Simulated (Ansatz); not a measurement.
# Zr3Si2F: from a guess to a relaxed structure

The task: take a trial cell of Zr3Si2F to zero force and stress.

Method: DFT PBE, scalar-relativistic, plane waves, PAW, in Ansatz 0.2.0.

**1. The starting structure**

The structure is trigonal, space group R-3m (No. 166). The conventional cell has a = 5.095 Å, b = 5.095 Å, c = 12.515 Å, α = 90.00°, β = 90.00°, γ = 120.00°. Zr (site symmetry 2/m) has 4 Zr at 2.55 Å and 2 F at 2.55 Å and 6 Si at 2.98 to 3.00 Å as nearest neighbours. Si (site symmetry 3m) is surrounded by 9 Zr at 2.98 to 3.00 Å and 3 F at 2.99 Å. Around F (site symmetry -3m) lie 6 Zr at 2.55 Å.

Coordinates:

```
CELL_PARAMETERS angstrom
2.54731 1.47069 4.17167
-2.54731 1.47069 4.17167
0.00000 -2.94138 4.17167
ATOMIC_POSITIONS crystal
Zr 0.50000 0.00000 0.50000
Zr 0.00000 0.50000 0.50000
Zr 0.50000 0.50000 0.00000
Si 0.12401 0.12401 0.12401
Si 0.87599 0.87599 0.87599
F 0.50000 0.50000 0.50000
```

A structure generator made this guess: species swapped into a database cell of Er2Al3Ga (R-3m, No. 166), with Si on the Er sites, Zr on the Al sites and F on the Ga sites. Lengths come from tabulated atomic sizes and are only a guess.

**2. Probe: one point on a coarse mesh**

input.yaml

```yaml
crystal:
  lattice:
    - [2.54731216, 1.47069136, 4.17166689]
    - [-2.54731216, 1.47069136, 4.17166689]
    - [0.0, -2.94138273, 4.17166689]
  atoms:
    - { symbol: Zr, position: [0.5, 0.0, 0.5] }
    - { symbol: Zr, position: [0.0, 0.5, 0.5] }
    - { symbol: Zr, position: [0.5, 0.5, 0.0] }
    - { symbol: Si, position: [0.12400857, 0.12400857, 0.12400857] }
    - { symbol: Si, position: [0.87599143, 0.87599143, 0.87599143] }
    - { symbol: F, position: [0.5, 0.5, 0.5] }
basis:
  ecutwfc: 420
kpoints:
  mp_grid: { grid: [6, 6, 6] }
hamiltonian:
  xc: pbe
scf:
  occupations: { method: gaussian, width: 0.1 }
  lower_state_search: "off"
output:
  forces: true
  stress: true
  eigenvalues: true
```

On the command line:

```sh
> ansatz run input.yaml --threads 1 --pin off --max-ram 2560MiB --backend cpu --events-out ev --progress --plain --runs-dir out
```

The session goes on with these runs: a loose first relaxation; spin check on a coarse mesh; full relaxation.

Before running it: what results should come out? Wanted: conventional cell; volume; energy over the elements; gap on the mesh.

The runs gave:

| quantity | value |
| --- | --- |
| symmetry at the end (tolerance 0.05 Å) | space group R-3m (No. 166) |
| conventional cell | a = 5.985 Å, b = 5.985 Å, c = 9.903 Å, α = 90.00°, β = 90.00°, γ = 120.00° |
| volume | 17.07 Å³/atom |
| energy over the elements (uncorrected; H, N, O, F and Cl as molecules) | -0.78 eV/atom |
| gap on the mesh | none (metal) |

In words: The space group R-3m (No. 166) is kept, and the volume per atom grows by 9.2 % from the first guess. A negative formation energy is needed for stability but isn't enough; other structures and compounds were not set against it here. No finished test with a distortion of lower symmetry is shown, so the end may be a saddle point. A spin-polarised run here lost its starting moments, which speaks against magnetism, though one start doesn't rule it out. Other magnetic orders were not searched.
